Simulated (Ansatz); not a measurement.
# Ir: the cost of one run

Program: Ansatz 0.2.0. Level of theory: DFT PBEsol, scalar-relativistic, plane waves, PAW. These are calculated values, not measurements.

**1. The starting structure**

The structure is hexagonal, space group P6_3/mmc (No. 194). The conventional cell has a = 2.799 Å, b = 2.799 Å, c = 9.027 Å, α = 90.00°, β = 90.00°, γ = 120.00°. Ir (site symmetry -3m) has 12 Ir at 2.78 to 2.80 Å as nearest neighbours. Ir (site symmetry -6m2) is surrounded by 12 Ir at 2.78 to 2.80 Å.

Coordinates:

```
Ir
1.0
     2.79895    0.00000    0.00000
    -1.39948    2.42396    0.00000
     0.00000    0.00000    9.02718
Ir
4
Direct
  0.00000 0.00000 0.00000
  0.00000 0.00000 0.50000
  0.33333 0.66667 0.75000
  0.66667 0.33333 0.25000
```

(A quick probe on a coarse mesh, which set the mesh and smearing, is not shown.)

**3. Coarse relaxation**

File input.yaml:

```yaml
crystal:
  lattice:
    - [2.7989532549, 0.0, 0.0]
    - [-1.3994766274, 2.4239646228, 0.0]
    - [0.0, 0.0, 9.0271766845]
  atoms:
    - { symbol: Ir, position: [0.0, 0.0, 0.0] }
    - { symbol: Ir, position: [0.0, 0.0, 0.5] }
    - { symbol: Ir, position: [0.3333333333, 0.6666666667, 0.75] }
    - { symbol: Ir, position: [0.6666666667, 0.3333333333, 0.25] }
basis:
  ecutwfc: 420
kpoints:
  mp_grid: { grid: [9, 9, 2] }
hamiltonian:
  xc: pbesol
scf:
  occupations: { method: gaussian, width: 0.1 }
  lower_state_search: "off"
output:
  forces: true
  stress: true
  eigenvalues: true
relax:
  adjacent_minimum: "off"
  f_tol: 0.04
  max_steps: 70
  cell: { stress_tol: 0.4 }
```

What time and memory should one allow on 1 thread of an Arm CPU, shared host?

About 32 s, with a peak of 0.39 GiB.
